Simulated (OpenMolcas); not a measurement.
# Mo⁴⁺ among point charges: CASSCF levels and susceptibility

How does a field of 6 point charges split the states of Mo⁴⁺, and what χT follows?

Program: OpenMolcas 26.06. Level of theory: state-averaged CASSCF, spin-orbit coupling by RASSI with atomic mean-field integrals. These are calculated values, not measurements, unless marked.

### Step 1. Starting point

| Item | Value |
| --- | --- |
| Species | Mo⁴⁺ (molybdenum, Z = 42, 38 electrons) |
| Basis | ANO-RCC-VDZP [6s5p3d1f], 43 functions |
| Scalar Hamiltonian | DKH2, point nucleus |
| Inactive shells | 1s 2s 2p 3s 3p 3d 4s 4p |
| Active space | 2 electrons in 5 orbitals (4d) |
| Some configurations of this space | 4d² |
| Orbitals | optimised for each spin and parity, averaged over all roots |

Outer shells as boxes (Hund's rule):

4d2
```
4d [↑ ][↑ ][  ][  ][  ]
```

The ion sits among 6 point charges of -1.7 e arranged as a trigonal antiprism (D3d), 1.88 Å from the ion, with a polar angle of 57.5° against the regular 54.74°. The active orbitals were held to one l.

The work runs as a chain of OpenMolcas steps in one folder; each step below is one input file. The outputs are cut to the sections that carry results. Labels, J, g values, rates, χT and fits are worked out afterwards by a script from the matrices that RASSI stores. The input lists half of the charges; inversion (Group=XYZ) makes the rest.

### Step 2. GATEWAY and SEWARD: basis and integrals

a.inp

```
&GATEWAY
Coord
1

Mo 0.0 0.0 0.0
Basis=ANO-RCC-VDZP
Group=XYZ
NoMove
AngMom=0.0 0.0 0.0
AMFI
XField
3 Angstrom 0
0.000000 1.585089 1.010887 -1.700000
1.372727 -0.792544 1.010887 -1.700000
1.372727 0.792544 -1.010887 -1.700000
&SEWARD
```

The run is started by

```console
$ OMP_NUM_THREADS=1 MOLCAS_MEM=1689 MOLCAS_PROJECT=a pymolcas a.inp > a.log
```

### Step 3. CASSCF: triplets of even parity, 10 roots

a.inp

```
&RASSCF
FileOrb=start.orb
Symmetry=1
Spin=3
nActEl=2 0 0
Inactive=9 9
Ras2=5 0
CIRoot=10 10 1
SDav=10
CIMx=300
Iter=120 100
PrWF=0.3
OrbListing=Nothing
MaxOrb=0
SupSym
1
15 4 5 6 7 8 10 11 12 13 14 17 18 19 20 21
0
>>> COPY $Project.JobIph JOB001
```

start.orb holds the contracted functions of the basis, ordered by shell, or the orbitals of the step before.

### Step 4. CASSCF: singlets of even parity, 15 roots

a.inp

```
&RASSCF
FileOrb=start.orb
Symmetry=1
Spin=1
nActEl=2 0 0
Inactive=9 9
Ras2=5 0
CIRoot=15 15 1
SDav=15
CIMx=300
Iter=120 100
PrWF=0.3
OrbListing=Nothing
MaxOrb=0
SupSym
1
15 4 5 6 7 8 10 11 12 13 14 17 18 19 20 21
0
>>> COPY $Project.JobIph JOB002
```

### Step 5. RASSI: spin-orbit coupling between the states

a.inp

```
&RASSI
NrOfJobIphs=2 10 15
1 2 3 4 5 6 7 8 9 10
1 2 3 4 5 6 7 8 9 10 11 12 13 14 15
IphNames
JOB001
JOB002
EJob
SpinOrbit
DIPRint=1.0
SOCoupling=1000.0
Subsets=2
Property=9
'ANGMOM' 1 'ANGMOM' 2 'ANGMOM' 3 'MLTPL  1' 1 'MLTPL  1' 2 'MLTPL  1' 3
'AMFI' 1 'AMFI' 2 'AMFI' 3
SOProperty=3
'ANGMOM' 1 'ANGMOM' 2 'ANGMOM' 3
```

**Question.** What will these runs give? Wanted: spin-free ground state; first state of the same spin within the active space; lowest level; next level.

As calculated:

| quantity | value |
| --- | --- |
| method | CASSCF |
| spin-free ground state | 3E, 2-fold in its orbital part |
| first state of the same spin within the active space | 3A2 at 881 cm⁻¹ |
| lowest level | 2-fold E, g = 0.00, 0.00, 1.28 |
| next level | 158.7 cm⁻¹ |
| χT at 300 K | 0.33 cm³ K/mol |
| effective moment at 300 K | 1.63 μB |

**Reading.** The spin-free ground state (3E) comes to 91 % from free-ion F terms and keeps the highest spin of the shell. χT at 300 K is 0.33, against 1.00 cm³ K/mol for the spin alone, so orbital moment, zero-field splitting or mixing of spin states lowers it. Point charges leave out covalency, so the field and the spin state can differ from those of real complexes. Point charges carry no covalency, so the field is a model and not that of real ligands.
